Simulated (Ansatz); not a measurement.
# C2H5FGa radical: one species, many methods

The task here is to estimate one member of a computed series from the others.

Program: Ansatz 0.2.0, Gaussian basis. Level of theory: functionals in def2-TZVPP, the program's frozen cores in correlated methods. These are calculated values, not measurements.

The runs, in order: LDA (SPW92), PBE-D4, revPBE-D4, BLYP-D4, r2SCAN-D4, B97M-V, PBE0-D4, B3LYP-D4, r2SCANh-D4, r2SCAN0-D4, HSE06-D4, BHLYP-D4, CAM-B3LYP-D4, LC-ωPBE, ωB97X-V, ωB97M-V, B2PLYP, PBE-QIDH; CCSD(T)/def2-SVP; CCSD(T)/def2-TZVPP; MP2/def2-QZVPP; extrapolation to the limit; RPA on PBE.

## The geometry

All runs share one geometry, relaxed beforehand with PBE0-D4 in a triple-zeta def2 set.

SMILES `[CH2][Ga]([CH3])[F]`, 9 atoms, charge 0, spin multiplicity 2.

Atoms are counted from 1 here; the program's logs count them from 0.

Bond lengths: C1–Ga2 1.925 Å, C1–H5 1.086 Å, C1–H6 1.086 Å, Ga2–C3 1.948 Å, Ga2–F4 1.771 Å, C3–H7 1.092 Å, C3–H8 1.092 Å, C3–H9 1.090 Å. Angles: Ga2–C1–H5 123.8°, Ga2–C1–H6 121.8°, H5–C1–H6 114.5°, C1–Ga2–C3 133.8°, C1–Ga2–F4 112.0°, C3–Ga2–F4 114.1°, Ga2–C3–H7 109.6°, Ga2–C3–H8 109.5°, Ga2–C3–H9 112.2°, H7–C3–H8 107.5°, H7–C3–H9 109.0°, H8–C3–H9 108.9°.

Coordinates:

| atom | x (Å) | y (Å) | z (Å) |
| --- | --- | --- | --- |
| C1 | -1.14591 | 1.62575 | -0.04900 |
| Ga2 | -0.46906 | -0.16137 | 0.17902 |
| C3 | 1.26102 | -0.99977 | -0.13783 |
| F4 | -1.70121 | -1.26217 | 0.81600 |
| H5 | -0.55194 | 2.45261 | -0.42768 |
| H6 | -2.17155 | 1.88442 | 0.19751 |
| H7 | 1.13934 | -1.84162 | -0.82254 |
| H8 | 1.65252 | -1.39502 | 0.80200 |
| H9 | 1.98677 | -0.30281 | -0.55748 |

The first run:

File in.yaml:

```yaml
crystal:
  periodic: [false, false, false]
  atoms:
    - {symbol: C, position_ang: [-1.145911, 1.625748, -0.048996]}
    - {symbol: Ga, position_ang: [-0.469060, -0.161372, 0.179024]}
    - {symbol: C, position_ang: [1.261022, -0.999770, -0.137827]}
    - {symbol: F, position_ang: [-1.701209, -1.262167, 0.816003]}
    - {symbol: H, position_ang: [-0.551936, 2.452607, -0.427680]}
    - {symbol: H, position_ang: [-2.171549, 1.884417, 0.197508]}
    - {symbol: H, position_ang: [1.139342, -1.841620, -0.822544]}
    - {symbol: H, position_ang: [1.652524, -1.395022, 0.801996]}
    - {symbol: H, position_ang: [1.986766, -0.302810, -0.557475]}
basis:
  gaussian: {orbitals: def2-TZVPP}
magnetization: {spin_polarized: true, initial_magnetization: 1}
hamiltonian: {xc: lda}
output: {orbitals: {seedname: orbitals}}
```

Command:

```bash
ansatz run in.yaml --threads 4 --pin off --events-out ev --progress --plain --max-ram 10444MiB
```

Among the steps run: LDA; PBE-D4 (GGA); revPBE-D4 (GGA); BLYP-D4 (GGA); r2SCAN-D4 (meta-GGA); B97M-V (meta-GGA); B3LYP-D4 (hybrid); r2SCANh-D4 (hybrid); r2SCAN0-D4 (hybrid); HSE06-D4 (hybrid); BHLYP-D4 (hybrid); CAM-B3LYP-D4 (range-separated); LC-ωPBE (range-separated); ωB97X-V (range-separated); ωB97M-V (range-separated); B2PLYP (double hybrid); PBE-QIDH (double hybrid).

One of the session's tables, all rows but one given; the rest of the session is left out.

| functional | HOMO (eV) | LUMO (eV) | gap (eV) |
| --- | --- | --- | --- |
| LDA (SPW92) | -6.13 | -4.66 | 1.47 |
| PBE-D4 | -6.09 | -4.07 | 2.02 |
| revPBE-D4 | ? | ? | ? |
| BLYP-D4 | -5.86 | -4.10 | 1.76 |
| r2SCAN-D4 | -6.55 | -3.49 | 3.07 |
| B97M-V | -6.27 | -3.85 | 2.42 |
| PBE0-D4 | -7.43 | -2.89 | 4.54 |
| B3LYP-D4 | -7.07 | -3.35 | 3.73 |
| r2SCANh-D4 | -7.05 | -3.10 | 3.95 |
| r2SCAN0-D4 | -7.79 | -2.54 | 5.26 |
| HSE06-D4 | -7.02 | -3.28 | 3.74 |
| BHLYP-D4 | -8.53 | -1.92 | 6.61 |
| CAM-B3LYP-D4 | -8.73 | -1.94 | 6.80 |
| LC-ωPBE | -10.31 | -0.42 | 9.89 |
| ωB97X-V | -9.66 | -0.91 | 8.75 |
| ωB97M-V | -9.45 | -1.10 | 8.34 |

Estimate the missing values for revPBE-D4.

As computed: HOMO (eV): -6.04; LUMO (eV): -3.90; gap (eV): 2.13. In the column «HOMO (eV)» it lies between PBE-D4 (-6.09) and BLYP-D4 (-5.86).
